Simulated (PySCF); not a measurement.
# TiF3 (SMILES [F][Ti]([F])[F]) at 6 levels

Aim: a comparison of 6 runs (UTPSS/6-31G, U-wB97X/def2-SVP, UPBE0/def2-SVP, UB3LYP/6-31G*, UBP86/cc-pVDZ, UM06-2X/cc-pVDZ) of TiF3. Input form: a Python script.

The results are computed with PySCF 2.14.0.

## Step 1: The molecule

TiF3 has 4 atoms, charge 0, and is taken as a doublet. As SMILES, `[F][Ti]([F])[F]`. Geometry: a GFN2-xTB relaxation, a rough one for these elements and not checked as a minimum.

Bond lengths: Ti1–F2 1.693 Å, Ti1–F3 1.693 Å, Ti1–F4 1.693 Å. Angles: F2–Ti1–F3 120.0°, F2–Ti1–F4 120.0°, F3–Ti1–F4 120.0°.

## Step 2: Energy and forces at UTPSS/6-31G (run 1)

input.py

```python
from pyscf import gto, dft

mol = gto.Mole()
mol.atom = '''
Ti     0.000076     0.000076    -0.000435
F      3.199287    -0.046109     0.021940
F     -1.559988     2.793450    -0.028573
F     -1.639375    -2.747416     0.007068
'''
mol.max_memory = 1860
mol.verbose = 4
mol.charge = 0
mol.spin = 1
mol.unit = 'bohr'
mol.basis = '6-31g'
mol.build()

calc0 = dft.UKS(mol, xc='tpss')
calc0.grids.level = 5
calc0.conv_tol = 1e-10
calc0.kernel()
if not calc0.converged:
    calc0 = calc0.newton().run(calc0.mo_coeff, calc0.mo_occ)

e_tot = calc0.e_tot
print(f'total energy: {e_tot:.8f} hartree')
grad = calc0.nuc_grad_method().kernel()
calc0.analyze()
```

On the command line:

```
$ OMP_NUM_THREADS=1 python input.py
```

Output:

```text
PySCF version 2.14.0

[INPUT] num. atoms = 4
[INPUT] num. electrons = 49
[INPUT] charge = 0
[INPUT] spin (= nelec alpha-beta = 2S) = 1
[INPUT] symmetry False subgroup None
[INPUT] Mole.unit = bohr
[INPUT] Symbol           X                Y                Z      unit          X                Y                Z       unit  Magmom
[INPUT]  1 Ti     0.000040217468   0.000040217468  -0.000230192087 AA    0.000076000000   0.000076000000  -0.000435000000 Bohr   0.0
[INPUT]  2 F      1.692989771593  -0.024399832018   0.011610148008 AA    3.199287000000  -0.046109000000   0.021940000000 Bohr   0.0
[INPUT]  3 F     -0.825510098909   1.478230079844  -0.015120180448 AA   -1.559988000000   2.793450000000  -0.028573000000 Bohr   0.0
[INPUT]  4 F     -0.867519890152  -1.453869936117   0.003740224527 AA   -1.639375000000  -2.747416000000   0.007068000000 Bohr   0.0

nuclear repulsion = 229.498607426287
number of shells = 26
number of NR pGTOs = 156
number of NR cGTOs = 54
basis = 6-31g
ecp = {}

[... 41 lines left out ...]
WARN: HOMO -0.197498368581368 >= LUMO -0.19707197102216
[... 43 lines left out ...]
total energy: -1149.13072400 hartree
[... 13 lines left out ...]
Nuclear Repulsion Energy =             229.498607426286725
[... 1 line left out ...]
Two-electron Energy =                  661.290801791199783
[... 1 line left out ...]
DFT Exchange-Correlation Energy =      -73.712485799215330
[... 4 lines left out ...]
MO #2   energy= -24.4266548398365  | -24.4272486794202  occ= 1 | 1
[... 2 lines left out ...]
MO #54  energy= 1.85691020966589   | 1.8584259767658    occ= 0 | 0
[... 76 lines left out ...]
Dipole moment(X, Y, Z, Debye):  0.00012,  0.00004, -0.00114
```

Wall time 29 s (1 thread of Intel Xeon Platinum 8375C at 2.90GHz (Ice Lake), shared host); peak memory 0.58 GiB.

## Step 3: Energy and forces at U-wB97X/def2-SVP (run 2)

calc.py

```python
import pyscf.grad
from pyscf import gto, dft

mol = gto.M(
    atom='''
Ti       0.000040       0.000040      -0.000230
F        1.692990      -0.024400       0.011610
F       -0.825510       1.478230      -0.015120
F       -0.867520      -1.453870       0.003740
''',
    basis='def2-svp',
    verbose=4,
    max_memory=1860,
    spin=1,
    charge=0,
)

mf = dft.UKS(mol)
mf.xc = 'wb97x'
mf.conv_tol = 1e-10
mf.grids.level = 5
mf.kernel()
if not mf.converged:
    mf = mf.newton().run(mf.mo_coeff, mf.mo_occ)

e_tot = mf.e_tot
print('E(%s) = %.9f' % ('WB97X', e_tot))
grad = mf.Gradients().kernel()
dip = mf.dip_moment()
pop, q = mf.mulliken_pop()
```

On the command line:

```
$ OMP_NUM_THREADS=1 python calc.py
```

Output:

```text
PySCF version 2.14.0

[INPUT] num. atoms = 4
[INPUT] num. electrons = 49
[INPUT] charge = 0
[INPUT] spin (= nelec alpha-beta = 2S) = 1
[INPUT] symmetry False subgroup None
[INPUT] Mole.unit = angstrom
[INPUT] Symbol           X                Y                Z      unit          X                Y                Z       unit  Magmom
[INPUT]  1 Ti     0.000040000000   0.000040000000  -0.000230000000 AA    0.000075589045   0.000075589045  -0.000434637009 Bohr   0.0
[INPUT]  2 F      1.692990000000  -0.024400000000   0.011610000000 AA    3.199287431627  -0.046109317439   0.021939720306 Bohr   0.0
[INPUT]  3 F     -0.825510000000   1.478230000000  -0.015120000000 AA   -1.559987813090   2.793449849116  -0.028572659003 Bohr   0.0
[INPUT]  4 F     -0.867520000000  -1.453870000000   0.003740000000 AA   -1.639375207583  -2.747416120721   0.007067575706 Bohr   0.0

nuclear repulsion = 229.49859745366
number of shells = 29
number of NR pGTOs = 145
number of NR cGTOs = 73
basis = def2-svp
ecp = {}

[... 33 lines left out ...]
WARN: HOMO -0.163478309285856 >= LUMO -0.163478309285859
[... 54 lines left out ...]
converged SCF energy = -1148.76658175777  <S^2> = 0.75100608  2S+1 = 2.0010058
[... 2 lines left out ...]
******** <class 'pyscf.grad.uks.Gradients'> for <class 'pyscf.dft.uks.UKS'> ********
unit = Eh/Bohr
grid_response = False
--------------- UKS gradients ---------------
         x                y                z
0 Ti    -0.0000589568    -0.0000516017     0.0000287065
1 F    -0.0517888196     0.0007442852    -0.0003632775
2 F     0.0252816568    -0.0452057980     0.0004568485
3 F     0.0265745448     0.0444621237    -0.0001170833
----------------------------------------------
Dipole moment(X, Y, Z, Debye):  0.00010,  0.00003, -0.00152
 ** Mulliken pop       alpha | beta **
pop of  0 Ti 1s        0.99998 | 0.99997
pop of  0 Ti 2s        0.99972 | 0.99963
pop of  0 Ti 3s        1.00166 | 1.00043
[... 70 lines of this table left out ...]
In total            25.00000 | 24.00000
 ** Mulliken atomic charges   ( Nelec_alpha | Nelec_beta ) **
charge of  0Ti =      1.17535  (    10.90978      9.91487 )
charge of  1F =     -0.39181  (     4.69675      4.69505 )
charge of  2F =     -0.39180  (     4.69675      4.69505 )
charge of  3F =     -0.39174  (     4.69672      4.69502 )
```

Run time: 44 s. Hardware: 1 thread of Intel Xeon Platinum 8375C at 2.90GHz (Ice Lake), shared host; peak memory 0.76 GiB.

Runs 3 to 4 aren't shown in full; the table further down has their settings and results.

## Step 4: Energy and forces at UBP86/cc-pVDZ (run 5)

job.py

```python
import pyscf.grad
from pyscf import gto, dft

molecule = gto.Mole()
molecule.atom = '''
Ti     0.000076     0.000076    -0.000435
F      3.199287    -0.046109     0.021940
F     -1.559988     2.793450    -0.028573
F     -1.639375    -2.747416     0.007068
'''
molecule.max_memory = 1860
molecule.verbose = 3
molecule.spin = 1
molecule.unit = 'bohr'
molecule.basis = 'cc-pvdz'
molecule.build()

ks = dft.UKS(molecule, xc='bp86')
ks.conv_tol = 1e-10
ks.grids.level = 5
ks.kernel()
if not ks.converged:
    ks = ks.newton().run(ks.mo_coeff, ks.mo_occ)

energy = ks.e_tot
print('E(%s) = %.9f' % ('BP86', energy))
grad = ks.Gradients().kernel()
dip = ks.dip_moment()
pop, q = ks.mulliken_pop()
```

On the command line:

```
$ OMP_NUM_THREADS=1 python job.py
```

Output:

```text
converged SCF energy = -1149.34573309499  <S^2> = 0.75207052  2S+1 = 2.0020695
E(BP86) = -1149.345733095
--------------- UKS gradients ---------------
         x                y                z
0 Ti    -0.0000377773    -0.0000453508     0.0000293022
1 F    -0.0571801796     0.0008212732    -0.0004003398
2 F     0.0279122300    -0.0499192100     0.0005020842
3 F     0.0293344994     0.0490902930    -0.0001293648
----------------------------------------------
Dipole moment(X, Y, Z, Debye):  0.00005, -0.00003, -0.00083
 ** Mulliken pop       alpha | beta **
pop of  0 Ti 1s        1.00003 | 1.00003
pop of  0 Ti 2s        1.00035 | 1.00034
pop of  0 Ti 3s        1.00053 | 1.00184
pop of  0 Ti 4s        0.25386 | 0.01854
pop of  0 Ti 5s        0.08051 | 0.04647
pop of  0 Ti 6s        0.00628 | 0.00485
pop of  0 Ti 2px       0.99992 | 0.99992
pop of  0 Ti 2py       0.99992 | 0.99992
pop of  0 Ti 2pz       0.99993 | 0.99994
pop of  0 Ti 3px       1.00102 | 1.00037
pop of  0 Ti 3py       1.00102 | 1.00037
pop of  0 Ti 3pz       0.99677 | 0.99670
pop of  0 Ti 4px       0.35539 | 0.35142
pop of  0 Ti 4py       0.35534 | 0.35138
pop of  0 Ti 4pz       0.09631 | 0.12960
pop of  0 Ti 5px      -0.30619 | -0.30428
pop of  0 Ti 5py      -0.30615 | -0.30424
pop of  0 Ti 5pz      -0.02344 | -0.06704
pop of  0 Ti 6px       0.00406 | 0.00430
pop of  0 Ti 6py       0.00406 | 0.00430
pop of  0 Ti 6pz      -0.00042 | 0.00023
pop of  0 Ti 3dxy      0.21750 | 0.20520
pop of  0 Ti 3dyz      0.13014 | 0.11557
pop of  0 Ti 3dz^2     0.76676 | 0.08366
pop of  0 Ti 3dxz      0.13016 | 0.11557
pop of  0 Ti 3dx2-y2    0.21749 | 0.20519
pop of  0 Ti 4dxy      0.01007 | 0.00947
[... 46 lines of this table left out ...]
pop of  3 F 3s        0.51545 | 0.51605
pop of  3 F 2px       0.55790 | 0.56041
pop of  3 F 2py       0.55529 | 0.55761
pop of  3 F 2pz       0.53841 | 0.54724
pop of  3 F 3px       0.33474 | 0.33500
pop of  3 F 3py       0.31934 | 0.31819
pop of  3 F 3pz       0.33378 | 0.33850
pop of  3 F 3dxy      0.00053 | 0.00050
pop of  3 F 3dyz      0.00028 | 0.00027
pop of  3 F 3dz^2     0.00027 | 0.00017
pop of  3 F 3dxz      0.00010 | 0.00010
pop of  3 F 3dx2-y2    0.00042 | 0.00041
In total            25.00000 | 24.00000
 ** Mulliken atomic charges   ( Nelec_alpha | Nelec_beta ) **
charge of  0Ti =      0.69982  (    11.17716     10.12302 )
charge of  1F =     -0.23329  (     4.60762      4.62567 )
charge of  2F =     -0.23329  (     4.60762      4.62567 )
charge of  3F =     -0.23324  (     4.60760      4.62564 )
```

Wall time 47 s (1 thread of Intel Xeon Platinum 8375C at 2.90GHz (Ice Lake), shared host); peak memory 0.87 GiB.

## Step 5: Energy and gradient at UM06-2X/cc-pVDZ (run 6)

calc.py

```python
import pyscf.grad
from pyscf import gto, dft

mol = gto.M(
    atom='''
Ti     0.000076     0.000076    -0.000435
F      3.199287    -0.046109     0.021940
F     -1.559988     2.793450    -0.028573
F     -1.639375    -2.747416     0.007068
''',
    spin=1,
    verbose=3,
    basis='cc-pvdz',
    charge=0,
    unit='bohr',
    max_memory=1860,
)

mf = dft.UKS(mol)
mf.xc = 'm06-2x'
mf.conv_tol = 1e-10
mf.grids.level = 5
mf.kernel()
if not mf.converged:
    mf = mf.newton().run(mf.mo_coeff, mf.mo_occ)

energy = mf.e_tot
print(f'total energy: {energy:.8f} hartree')
grad = mf.Gradients().kernel()
dip = mf.dip_moment()
pop, q = mf.mulliken_pop()
```

On the command line:

```
$ OMP_NUM_THREADS=1 python calc.py
```

Output:

```text
WARN: HOMO -0.145604159896965 >= LUMO -0.145604159896963

converged SCF energy = -1149.07498087468  <S^2> = 0.75189487  2S+1 = 2.001894
total energy: -1149.07498087 hartree
--------------- UKS gradients ---------------
         x                y                z
0 Ti    -0.0007248247    -0.0000742143     0.0000858952
1 F    -0.0590305244     0.0008316737    -0.0004195499
2 F     0.0288480140    -0.0514676231     0.0005526696
3 F     0.0302670226     0.0506344820    -0.0001394417
----------------------------------------------
Dipole moment(X, Y, Z, Debye): -0.00041,  0.00009, -0.00151
 ** Mulliken pop       alpha | beta **
pop of  0 Ti 1s        1.00001 | 1.00001
pop of  0 Ti 2s        1.00020 | 1.00018
pop of  0 Ti 3s        1.00258 | 1.00257
pop of  0 Ti 4s        0.18794 | 0.02108
pop of  0 Ti 5s        0.08609 | 0.04558
pop of  0 Ti 6s       -0.00828 | 0.00370
pop of  0 Ti 2px       0.99999 | 1.00000
pop of  0 Ti 2py       0.99999 | 1.00000
pop of  0 Ti 2pz       0.99999 | 1.00000
pop of  0 Ti 3px       1.00241 | 1.00160
pop of  0 Ti 3py       1.00242 | 1.00161
pop of  0 Ti 3pz       0.99666 | 0.99621
pop of  0 Ti 4px       0.27314 | 0.29628
pop of  0 Ti 4py       0.27314 | 0.29633
pop of  0 Ti 4pz      -0.02943 | 0.02430
pop of  0 Ti 5px      -0.22363 | -0.24943
pop of  0 Ti 5py      -0.22362 | -0.24947
pop of  0 Ti 5pz       0.09809 | 0.04959
pop of  0 Ti 6px       0.00435 | 0.00444
pop of  0 Ti 6py       0.00435 | 0.00444
pop of  0 Ti 6pz      -0.00046 | 0.00021
pop of  0 Ti 3dxy      0.18101 | 0.17214
pop of  0 Ti 3dyz      0.09456 | 0.08664
pop of  0 Ti 3dz^2     0.84104 | 0.07204
pop of  0 Ti 3dxz      0.09458 | 0.08666
pop of  0 Ti 3dx2-y2    0.18058 | 0.17215
pop of  0 Ti 4dxy      0.01021 | 0.01006
[... 46 lines of this table left out ...]
pop of  3 F 3s        0.52018 | 0.51995
pop of  3 F 2px       0.55656 | 0.55911
pop of  3 F 2py       0.55685 | 0.55896
pop of  3 F 2pz       0.54354 | 0.54679
pop of  3 F 3px       0.34765 | 0.34737
pop of  3 F 3py       0.33417 | 0.33242
pop of  3 F 3pz       0.35238 | 0.35152
pop of  3 F 3dxy      0.00051 | 0.00049
pop of  3 F 3dyz      0.00031 | 0.00030
pop of  3 F 3dz^2     0.00026 | 0.00017
pop of  3 F 3dxz      0.00011 | 0.00011
pop of  3 F 3dx2-y2    0.00044 | 0.00043
In total            25.00000 | 24.00000
 ** Mulliken atomic charges   ( Nelec_alpha | Nelec_beta ) **
charge of  0Ti =      0.96395  (    11.02546     10.01059 )
charge of  1F =     -0.32136  (     4.65826      4.66310 )
charge of  2F =     -0.32131  (     4.65815      4.66315 )
charge of  3F =     -0.32128  (     4.65813      4.66315 )
```

Wall time 69 s (1 thread of Intel Xeon Platinum 8375C at 2.90GHz (Ice Lake), shared host); peak memory 0.88 GiB.

## Step 6: Overview of the runs

```
run                                level  Cartesian functions   energy (Eh)  dipole moment (D)  HOMO energy (eV)  LUMO energy (eV)  wall time
  1                          UTPSS/6-31G                   no  -1149.130724               0.00             -4.71             -2.90       29 s
  2                     U-wB97X/def2-SVP                   no  -1148.766582               0.00             -8.81             -0.42       44 s
  3                       UPBE0/def2-SVP                   no  -1148.356312               0.00             -6.45             -1.88       21 s
  4  UB3LYP/6-31G* (Cartesian functions)                  yes  -1149.137457               0.00             -5.70             -2.10       38 s
  5                        UBP86/cc-pVDZ                   no  -1149.345733               0.00             -4.99             -3.45       47 s
  6                      UM06-2X/cc-pVDZ                   no  -1149.074981               0.00             -8.75             -3.20       69 s
```

## Step 7: Results

| quantity | value |
| --- | --- |
| run 6: total energy | -1149.07498 Eh |
| run 6: dipole moment | 0.00 D |
| run 6: HOMO energy (highest over α and β) | -8.75 eV |
| run 6: LUMO energy (lowest over α and β) | -3.20 eV |
| run 6: ⟨S²⟩ | 0.752 |
| run 6: largest force on an atom | 3.036 eV/Å |

What this shows: Totals of different functionals can't be ranked against each other. All runs together took 4.1 min, the longest 69 s.
